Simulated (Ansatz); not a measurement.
Write the native input for Ansatz 0.2.0 that does the following.

```yaml
Task: single point
Functional: PBEsol
Potentials_or_basis: all-electron LAPW, scalar-relativistic
Cutoff: 154 eV (chosen from the basis error)
Basis_error_allowed: 0.002 eV/atom
k_mesh: 9 × 9 × 1
Occupations: fermi-dirac, width 0.05 eV
Spin: no spin polarisation
```

Slab: In, a slab with vacuum.

```
CELL_PARAMETERS angstrom
3.33927 0.00000 0.00000
-1.66964 2.89190 0.00000
0.00000 0.00000 23.20746
ATOMIC_POSITIONS crystal
In 0.66667 0.33333 0.32317
In 0.33333 0.66667 0.44131
In 0.66667 0.33333 0.55869
In 0.33333 0.66667 0.67683
```

The slab is cut from a database's or a generator's crystal, which needn't be the stable form of the element.

These files were run (other wordings do the same):

input.yaml

```yaml
crystal:
  lattice:
    - [3.3392736332, 0.0, 0.0]
    - [-1.6696368166, 2.8918957965, 0.0]
    - [0.0, 0.0, 23.20746325]
  atoms:
    - { symbol: In, position: [0.6666666667, 0.3333333333, 0.3231719003] }
    - { symbol: In, position: [0.3333333333, 0.6666666667, 0.4413060572] }
    - { symbol: In, position: [0.6666666667, 0.3333333333, 0.5586939428] }
    - { symbol: In, position: [0.3333333333, 0.6666666667, 0.6768280997] }
kpoints:
  mp_grid: { grid: [9, 9, 1] }
scf:
  occupations: { method: fermi_dirac, width: 0.05 }
hamiltonian:
  xc: pbesol
  pseudopotentials: { kind: all_electron, lapw: { basis_error: 0.002 } }
output:
  forces: true
  stress: true
  eigenvalues: true
```

Potentials or basis: all-electron LAPW, scalar-relativistic.

The run is started by

```bash
$ ansatz run input.yaml --threads 4 --pin off --max-ram 14336MiB --backend cpu --events-out ev --progress --plain --runs-dir out
```

Results of the run:

```json
{
 "Largest force": "0.104 eV/Å",
 "Band gap on the k mesh": "none (metal or under the smearing width)",
 "Work function": "3.79 eV"
}
```

Wall time 4.8 s on 4 threads of Arm Neoverse V1 (shared host), peak memory 0.42 GiB.
